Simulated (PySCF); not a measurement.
**HfOOH: doublet, from a linear start**

Where does doublet HfOOH go from a linear start, is the end point a minimum, and what are its modes, charges and moments?

The runs use PySCF 2.14.0; PBE0, basis Hf def2-TZVP with ECP60, O def2-TZVP, H def2-TZVP, scalar-relativistic core potentials, no spin–orbit coupling, density fitting.

### Step 1. The starting structure

4 atoms, charge 0, spin multiplicity 2.

Bond lengths: Hf1–O2 1.850 Å, Hf1–O3 2.150 Å, O3–H4 0.960 Å. Angles: O2–Hf1–O3 180.0°, Hf1–O3–H4 130.0°.

```xyz
4
charge 0 multiplicity 2
Hf    0.0000    0.0000    0.0000
O     0.0000    0.0000    1.8500
O     0.0000    0.0000   -2.1500
H     0.7354    0.0000   -2.7671
```

### Step 2. Finding the electronic state

One driver script runs all steps and calls PySCF; scf.py shows how it sets up the SCF of each step. The optimiser is the driver's own. After this first run the driver tries any further starts and a stability analysis.

Contents of scf.py:

```python
from pyscf import gto, scf, dft
mol = gto.M(atom='''
Hf     0.000000     0.000000     0.000000
O      0.000000     0.000000     1.850000
O      0.000000     0.000000    -2.150000
H      0.735400     0.000000    -2.767100''',
    basis={'Hf': 'def2-TZVP', 'O': 'def2-TZVP', 'H': 'def2-TZVP'},
    ecp={'Hf': 'def2-TZVP'},
    charge=0, spin=1)
mf = dft.UKS(mol, xc='PBE0')
mf.grids.atom_grid = (50, 194)
aux = {'Hf': 'def2-universal-JKFIT', 'O': 'def2-universal-JKFIT', 'H': 'def2-universal-JKFIT'}
mf = mf.density_fit(auxbasis=aux)
mf.conv_tol = 1e-08
mf.diis_space = 10
mf.max_cycle = 60
mf.init_guess = 'minao'
mf.verbose = 4
mf.kernel()
```

On the command line:

```bash
OMP_NUM_THREADS=4 python axn.py task.json out
```

The log of the run:

```text
init E= -180.445732281479
[... the frontier-level lines of each cycle are left out ...]
cycle= 1 E= -198.582733280153  delta_E= -18.1  |g|= 0.975  |ddm|=  4.4
cycle= 2 E= -190.583502335389  delta_E=    8  |g|= 3.08  |ddm|= 2.31
cycle= 3 E= -198.774723340384  delta_E= -8.19  |g|= 0.593  |ddm|= 2.29
cycle= 4 E= -198.898298117569  delta_E= -0.124  |g|= 0.43  |ddm|= 0.718
cycle= 5 E= -198.954260506145  delta_E= -0.056  |g|= 0.165  |ddm|= 0.277
cycle= 6 E= -198.964290549594  delta_E= -0.01  |g|= 0.0411  |ddm|= 0.111
cycle= 7 E= -198.965003276036  delta_E= -0.000713  |g|= 0.00767  |ddm|= 0.0205
cycle= 8 E= -198.965029669788  delta_E= -2.64e-05  |g|= 0.00168  |ddm|= 0.00618
cycle= 9 E= -198.965032787592  delta_E= -3.12e-06  |g|= 0.000618  |ddm|= 0.00304
cycle= 10 E= -198.965034218266  delta_E= -1.43e-06  |g|= 0.000475  |ddm|= 0.00257
cycle= 11 E= -198.965035662104  delta_E= -1.44e-06  |g|= 0.000188  |ddm|= 0.00458
cycle= 12 E= -198.965035872768  delta_E= -2.11e-07  |g|= 0.000102  |ddm|= 0.00161
cycle= 13 E= -198.965035946823  delta_E= -7.41e-08  |g|= 4.9e-05  |ddm|= 0.000973
cycle= 14 E= -198.965035976501  delta_E= -2.97e-08  |g|= 2.32e-05  |ddm|= 0.000847
cycle= 15 E= -198.965035979428  delta_E= -2.93e-09  |g|= 9.89e-06  |ddm|= 0.000218
Extra cycle  E= -198.965035979777  delta_E= -3.49e-10  |g|= 1e-05  |ddm|= 4.07e-05
converged SCF energy = -198.965035979777  <S^2> = 0.75419252  2S+1 = 2.0041881
```

This step, with its further starts and checks, took 11 s on 4 threads of Arm Neoverse V1, shared host.

Energies from each starting density:

| start | energy (Eh) |
| --- | --- |
| the minimal-basis guess | -198.965036 |
| a thermally smeared density | -198.965036 |
| a smeared PBE density | -198.965036 |

No lower solution of this spin turned up from the other starts or in the test of internal stability.

### Step 3. Relaxing the doublet from the linear start

The program finds Cs symmetry in the start, which this walk keeps. The walk stops when the largest gradient is under 0.0003 Eh/bohr and the energy has settled too.

Changes to scf.py since step 2:

```diff
@@ -3,4 +3,4 @@
-Hf     0.000000     0.000000     0.000000
-O      0.000000     0.000000     1.850000
-O      0.000000     0.000000    -2.150000
-H      0.735400     0.000000    -2.767100''',
+Hf    -0.003481     0.000000     0.035630
+O     -0.003481     0.000000     1.885630
+O     -0.003481     0.000000    -2.114370
+H      0.731919     0.000000    -2.731470''',
@@ -17 +16,0 @@
-mf.init_guess = 'minao'
```

Energy and gradient, step by step:

| step | energy (Eh) | change (kJ/mol) | largest symmetric gradient (Eh/bohr) |
| --- | --- | --- | --- |
| 0 | -198.965036 | 0.00 | 0.05709 |
| 1 | -198.973419 | -22.01 | 0.02021 |
| 2 | -198.977533 | -32.81 | 0.02106 |
| 3 | -198.983258 | -47.84 | 0.02550 |
| 4 | -198.991243 | -68.81 | 0.02315 |
| 5 | -198.999088 | -89.40 | 0.02851 |
| 6 | -199.007254 | -110.84 | 0.06349 |
| 7 | -199.013114 | -126.23 | 0.02076 |
| 8 | -199.015392 | -132.21 | 0.01103 |
| 9 | -199.016312 | -134.63 | 0.00959 |
| 10 | -199.016623 | -135.44 | 0.00722 |
| 11 | -199.017301 | -137.22 | 0.00884 |
| 12 | -199.018648 | -140.76 | 0.01648 |
| 13 | -199.018990 | -141.66 | 0.02527 |
| 14 | -199.020557 | -145.77 | 0.01226 |
| 15 | -199.021411 | -148.01 | 0.01093 |
| 16 | -199.021772 | -148.96 | 0.00811 |
| 17 | -199.022115 | -149.86 | 0.00881 |
| 18 | -199.022377 | -150.55 | 0.00755 |
| 19 | -199.022580 | -151.08 | 0.00898 |
| 20 | -199.022737 | -151.49 | 0.00163 |
| 21 | -199.022753 | -151.54 | 0.00040 |
| 22 | -199.022753 | -151.54 | 0.00010 |

The walk took 50 s.

End point (Cs, 22 steps, 151.5 kJ/mol gained): Hf–O 1.748 Å, Hf–O 1.933 Å, O–H 0.958 Å; H–O–Hf 131.6°, O–Hf–O 109.4°.

### Step 4. Is it a minimum? Harmonic modes

The point is checked on the finer grid, and tightened if its gradient asks for it. The Hessian and the dipole derivatives come from central differences of analytic gradients, with steps of 0.02 bohr.

Changes to scf.py since step 3:

```diff
@@ -3,4 +3,4 @@
-Hf    -0.003481     0.000000     0.035630
-O     -0.003481     0.000000     1.885630
-O     -0.003481     0.000000    -2.114370
-H      0.731919     0.000000    -2.731470''',
+Hf    -0.161982     0.000000     0.054753
+O      1.128045     0.000000     1.234876
+O      0.595663     0.000000    -1.723704
+H      1.503643     0.000000    -2.027427''',
@@ -11 +11 @@
-mf.grids.atom_grid = (50, 194)
+mf.grids.atom_grid = (75, 302)
@@ -14 +14 @@
-mf.conv_tol = 1e-08
+mf.conv_tol = 1e-10
```

The driver hands on the density of the step before, so the log starts near convergence.

Log of the central SCF (cycles and frontier levels):

```text
init E= -199.022719760121
[... the frontier-level lines of each cycle are left out ...]
cycle= 1 E= -199.022719760118  delta_E= 3.01e-12  |g|= 4.15e-06  |ddm|= 4.56e-06
Extra cycle  E= -199.022719760092  delta_E= 2.63e-11  |g|= 9.39e-06  |ddm|= 6.28e-06
converged SCF energy = -199.022719760092  <S^2> = 0.75318959  2S+1 = 2.0031871
```

The whole step took 61 s.

Geometry: Cs; Hf–O 1.748 Å, Hf–O 1.933 Å, O–H 0.957 Å; H–O–Hf 131.6°, O–Hf–O 109.4°.

Harmonic modes (main isotopes):

```json
{"symmetry": "a'", "ω (cm⁻¹)": "198", "IR (km/mol)": "31.0", "μ (u)": "5.24"}
{"symmetry": "a''", "ω (cm⁻¹)": "479", "IR (km/mol)": "112", "μ (u)": "1.15"}
{"symmetry": "a'", "ω (cm⁻¹)": "525", "IR (km/mol)": "155", "μ (u)": "1.35"}
{"symmetry": "a'", "ω (cm⁻¹)": "672", "IR (km/mol)": "68.2", "μ (u)": "6.02"}
{"symmetry": "a'", "ω (cm⁻¹)": "947", "IR (km/mol)": "148", "μ (u)": "17.02"}
{"symmetry": "a'", "ω (cm⁻¹)": "3937", "IR (km/mol)": "159", "μ (u)": "1.07"}
```

No imaginary mode, so this is a minimum.

Properties at this point:

```
Dipole moment                                                   : 3.32 D
Highest occupied level                                          : -5.45 eV
Lowest empty level                                              : -2.68 eV
Rotational constants                                            : 0.5109, 0.22, 0.1538 cm⁻¹
Zero-point energy                                               : 40.4 kJ/mol
Principal polarisabilities                                      : 59.0, 76.9, 90.1 bohr³
Atomisation energy without zero-point energy                    : 1685 kJ/mol
Principal traceless quadrupole moments about the centre of mass : -12.53, 2.53, 10.00 D Å
Entropy at 298.15 K and 1 bar (electronic part: spin only)      : 298.5 J/(mol K)
Heat capacity Cp at 298.15 K                                    : 56.9 J/(mol K)
Enthalpy at 298.15 K above 0 K                                  : 13.01 kJ/mol
Rotational symmetry number                                      : 1
Spin squared ⟨S²⟩                                               : 0.753
```

Populations by atom (charges in e):

| atom | Mulliken | Löwdin | polar tensor | spin (Mulliken) | Mayer order to Hf1 |
| --- | --- | --- | --- | --- | --- |
| Hf1 | 0.90 | 0.49 | 1.38 | 1.08 | – |
| O2 | -0.57 | -0.35 | -0.87 | -0.06 | 2.19 |
| O3 | -0.67 | -0.31 | -0.83 | -0.02 | 1.10 |
| H4 | 0.34 | 0.16 | 0.32 | 0.00 | 0.03 |

Outer orbital energies (eV). α occupied: -23.24, -13.86, -9.94, -9.67, -8.52, -8.50, -8.32, -5.45; empty: -1.96, -1.85, -0.07, -0.07. β occupied: -27.01, -23.31, -13.84, -9.92, -9.69, -8.54, -8.53, -8.33; empty: -2.68, -0.95, -0.94, 0.41.

Mulliken populations on Hf1 (outside its core potential): s 2.81, p 6.27, d 1.91, f 0.11.

### Step 5. Results

| quantity | value |
| --- | --- |
| minimum | doublet, Cs |
| geometry | Hf–O 1.748 Å, Hf–O 1.933 Å, O–H 0.957 Å; H–O–Hf 131.6°, O–Hf–O 109.4° |
| wavenumbers (cm⁻¹) | 198 (a'), 479 (a''), 525 (a'), 672 (a'), 947 (a'), 3937 (a') |
| dipole moment | 3.32 D |
| highest occupied, lowest empty level (either spin) | -5.45, -2.68 eV |
| polar-tensor charge of Hf1 | +1.38 e |
| zero-point energy | 40.4 kJ/mol |
| entropy at 298.15 K | 298.5 J/(mol K) |
| atomisation energy (no zero-point energy) | 1685 kJ/mol |
| ⟨S²⟩ | 0.753 |

In words: The linear start keeps its Cs symmetry and ends in a minimum. In the infrared the band at 3937 cm⁻¹ (a') leads. Most of the spin sits on Hf1 (Mulliken spin 1.08, against 1 for the whole molecule). Other starts or spin states, not run here, may lie lower. One determinant may miss the lowest occupation of an open d or f shell. With an element this heavy the missing spin–orbit coupling can shift these numbers.

The search up to here took 2 min.
